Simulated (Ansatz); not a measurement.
Run this with Ansatz 0.2.0 through its Python package and show what comes out.

Script `scan.py`:
```python
# -*- coding: utf-8 -*-
"""Potential curve of FGeH4NS along one bond."""

from dataclasses import dataclass

import ansatz as az
import numpy as np


@dataclass
class Options:
    basis: str = "def2-SVP"
    xc: str = "r2scan"


opts = Options()

GEOMETRY = """
N     0.23650    1.25920   -0.53520
Ge   -0.30920   -0.00580    0.68650
F     0.90620   -0.14330    1.90420
S    -0.46880   -1.94000   -0.35640
H     1.06800    0.96260   -1.02110
H    -0.55050    1.32910   -1.28680
H    -1.62100    0.39740    1.35600
H     0.83110   -1.91640   -0.80300
"""


def main():
    mol = az.Crystal.molecule()
    for line in GEOMETRY.strip().splitlines():
        symbol, *xyz = line.split()
        mol = mol.atom(symbol, [float(v) for v in xyz])

    symbols = [site.symbol for site in mol.cartesian_sites]
    start = np.array([site.position_ang for site in mol.cartesian_sites])
    axis = (start[4] - start[0]) / np.linalg.norm(start[4] - start[0])
    moving = [4]
    lengths, energies = [0.887, 0.927, 0.967, 1.008, 1.048, 1.088, 1.129, 1.189], []
    for length in lengths:
        xyz = start.copy()
        xyz[moving] += (length - np.linalg.norm(start[4] - start[0])) * axis
        point = az.Crystal.molecule()
        for symbol, place in zip(symbols, xyz):
            point = point.atom(symbol, place.tolist())
        setup = (
            point.calculation()
            .basis(gaussian=opts.basis)  # the orbital basis, by name
            .functional(opts.xc)
        )
        rep = setup.run().report
        energies.append(rep["free_energy_ev"])
        print(f"r = {length:6.3f} A  E = {energies[-1]:.5f} eV  <S^2> = {abs(rep['mean_field']['state']['spin_squared']):.3f}")

    # quartic fit about the minimum
    fit = np.polynomial.Polynomial.fit(lengths, np.array(energies) - min(energies), 4).convert()
    roots = [r.real for r in fit.deriv().roots() if abs(r.imag) < 1e-9 and fit.deriv(2)(r.real) > 0]
    r_e = min(roots, key=lambda r: abs(r - lengths[int(np.argmin(energies))]))
    print(f"minimum of the fit at {r_e:.4f} A, force constant {fit.deriv(2)(r_e):.2f} eV/A^2")


if __name__ == "__main__":
    main()
```

Running `python scan.py` prints:
```text
r =  0.887 A  E = -71610.39060 eV  <S^2> = 0.000
r =  0.927 A  E = -71610.68575 eV  <S^2> = 0.000
r =  0.967 A  E = -71610.85364 eV  <S^2> = 0.000
r =  1.008 A  E = -71610.92286 eV  <S^2> = 0.000
r =  1.048 A  E = -71610.91255 eV  <S^2> = 0.000
r =  1.088 A  E = -71610.84302 eV  <S^2> = 0.000
r =  1.129 A  E = -71610.72482 eV  <S^2> = 0.000
r =  1.189 A  E = -71610.49011 eV  <S^2> = 0.000
minimum of the fit at 1.0213 A, force constant 43.92 eV/A^2
```

Total energies depend on the basis set; only differences at equal settings carry meaning. The rest of the molecule is held rigid at a force-field or estimated start geometry, and the basis set is modest; single-reference methods fail as a bond breaks. The orbitals are restricted, so S² is zero by construction. Hardware and time: 50 s on 1 thread of Arm Neoverse V1 (shared host), peak memory 0.22 GiB.
